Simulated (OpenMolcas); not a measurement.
# Ru³⁺ among point charges: CASSCF and CASPT2 levels and susceptibility

Aim: the splitting of the states of Ru³⁺ in the field of 6 point charges, its lowest levels with spin-orbit coupling and its magnetic susceptibility.

The numbers are computed with OpenMolcas 26.06 (state-averaged CASSCF and CASPT2, spin-orbit coupling by RASSI with atomic mean-field integrals), except any that are marked as measured or tabulated.

**1. The atom as given**

* Species: Ru³⁺ (ruthenium, Z = 44, 41 electrons)
* Basis: ANO-RCC-VDZP [6s5p3d1f], 43 functions
* Scalar Hamiltonian: DKH2, point nucleus
* Inactive shells: 1s 2s 2p 3s 3p 3d 4s 4p
* Active space: 5 electrons in 5 orbitals (4d)
* Some configurations of this space: 4d5
* Orbitals: optimised for each spin and parity, averaged over all roots

The outer shells:

4d5
```
4d [↑ ][↑ ][↑ ][↑ ][↑ ]
```

The ion sits among 6 point charges of -1.7 e arranged as an octahedron (Oh), 1.73 Å from the ion.

Each step is its own input file, run in one work folder so that later steps find the files of earlier ones. Labels, J, g values, rates, χT and fits are worked out afterwards by a script from the matrices that RASSI stores. The input lists half of the charges; inversion (Group=XYZ) makes the rest.

**2. Basis and integrals**

a.inp reads:

```
&GATEWAY
Coord
1

Ru 0.0 0.0 0.0
Basis=ANO-RCC-VDZP
Group=XYZ
NoMove
AngMom=0.0 0.0 0.0
AMFI
XField
3 Angstrom 0
1.730000 0.000000 0.000000 -1.700000
0.000000 1.730000 0.000000 -1.700000
0.000000 0.000000 1.730000 -1.700000
&SEWARD
```

Started as:

```
> OMP_NUM_THREADS=1 MOLCAS_MEM=1689 MOLCAS_PROJECT=a pymolcas a.inp > a.log
```

**3. CASSCF: sextets of even parity, 1 root**

a.inp reads:

```
&RASSCF
FileOrb=start.orb
Symmetry=1
Spin=6
nActEl=5 0 0
Inactive=9 9
Ras2=5 0
CIRoot=1 1 1
SDav=1
CIMx=300
Iter=120 100
PrWF=0.3
OrbListing=Nothing
MaxOrb=0
>>> COPY $Project.JobIph JOB001
```

start.orb holds the contracted functions of the basis, ordered by shell, or the orbitals of the step before.

**4. Reference wave functions, quartets of even parity, 24 roots**

a.inp reads:

```
&RASSCF
FileOrb=start.orb
Symmetry=1
Spin=4
nActEl=5 0 0
Inactive=9 9
Ras2=5 0
CIRoot=24 24 1
SDav=24
CIMx=300
Iter=120 100
PrWF=0.3
OrbListing=Nothing
MaxOrb=0
>>> COPY $Project.JobIph JOB002
```

**5. CASSCF: doublets of even parity, 75 roots**

a.inp reads:

```
&RASSCF
FileOrb=start.orb
Symmetry=1
Spin=2
nActEl=5 0 0
Inactive=9 9
Ras2=5 0
CIRoot=75 75 1
SDav=75
CIMx=300
Iter=120 100
PrWF=0.3
OrbListing=Nothing
MaxOrb=0
>>> COPY $Project.JobIph JOB003
```

**6. State interaction with spin-orbit coupling**

a.inp reads:

```
&RASSI
NrOfJobIphs=3 1 24 75
1
1 2 3 4 5 6 7 8 9 10 11 12 13 14 15 16 17 18 19 20 21 22 23 24
1 2 3 4 5 6 7 8 9 10 11 12 13 14 15 16 17 18 19 20 21 22 23 24 25 26 27
28 29 30 31 32 33 34 35 36 37 38 39 40 41 42 43 44 45 46 47 48 49 50 51
52 53 54 55 56 57 58 59 60 61 62 63 64 65 66 67 68 69 70 71 72 73 74 75
IphNames
JOB001
JOB002
JOB003
EJob
SpinOrbit
DIPRint=1.0
SOCoupling=1000.0
Subsets=2
Property=9
'ANGMOM' 1 'ANGMOM' 2 'ANGMOM' 3 'MLTPL  1' 1 'MLTPL  1' 2 'MLTPL  1' 3
'AMFI' 1 'AMFI' 2 'AMFI' 3
SOProperty=3
'ANGMOM' 1 'ANGMOM' 2 'ANGMOM' 3
```

**7. CASPT2: IPEA 0.25, imaginary shift 0.1 (closed shells correlated: 4s 4p)**

a.inp reads:

```
>>> COPY JOB001 $Project.JobIph
&CASPT2
Multistate=1 1
Frozen=8 6
IPEA=0.25
Imaginary=0.1
MaxIter=60
WThr=0.0 0.3 0.05
PrWF=0.5
NoMix
>>> COPY JOB002 $Project.JobIph
&CASPT2
Multistate=24 1 2 3 4 5 6 7 8 9 10 11 12 13 14 15 16 17 18 19 20 21 22
23 24
NoMult
Frozen=8 6
IPEA=0.25
Imaginary=0.1
MaxIter=60
WThr=0.0 0.3 0.05
PrWF=0.5
NoMix
>>> COPY JOB003 $Project.JobIph
&CASPT2
Multistate=75 1 2 3 4 5 6 7 8 9 10 11 12 13 14 15 16 17 18 19 20 21 22
23 24 25 26 27 28 29 30 31 32 33 34 35 36 37 38 39 40 41 42 43 44 45 46
47 48 49 50 51 52 53 54 55 56 57 58 59 60 61 62 63 64 65 66 67 68 69 70
71 72 73 74 75
NoMult
Frozen=8 6
IPEA=0.25
Imaginary=0.1
MaxIter=60
WThr=0.0 0.3 0.05
PrWF=0.5
NoMix
```

(Steps that only read results are left out.)

**Question.** What will these runs give? Wanted: spin-free ground state; lowest level; next level.

The runs gave:

| quantity | value |
| --- | --- |
| method | SS-CASPT2, IPEA 0.25, imaginary shift 0.1 (closed shells correlated: 4s 4p) |
| spin-free ground state | 6A1, 1-fold in its orbital part |
| lowest level | 2-fold Γ7, g = 3.31, 3.31, 3.31 |
| next level | 10.3 cm⁻¹ |
| χT at 300 K | 4.32 cm³ K/mol |
| effective moment at 300 K | 5.88 μB |

Cost by method:

| method | time of its own steps | time with the reference |
| --- | --- | --- |
| A. CASSCF | 32 s | 32 s |
| B. SS-CASPT2, IPEA 0.25, imaginary shift 0.1, +4s 4p | 8.2 s | 41 s |

Times are of one thread on a shared host.

The spin-free ground state (6A1) comes to 100 % from free-ion S terms and keeps the highest spin of the shell. χT at 300 K is 4.32, against 4.39 cm³ K/mol for the spin alone, as a half-filled shell (L = 0) has no orbital moment. An active space of the d shell alone favours high spin; real ions in strong fields can be low spin. A ligand-field fit to the states below 45000 cm-1 gives 10Dq = 16226 cm-1, B = 785 cm-1 and C = 3206 cm-1 (C/B = 4.09), with a deviation of 626 cm-1. CASPT2 does not keep the components of a term degenerate, and the means are used. The field of point charges can differ much from that of real complexes. With metal d orbitals alone active, the gaps between spin states are rough; where two lie within a few thousand cm-1, their order is open. This is an electrostatic model: the charges have no orbitals.
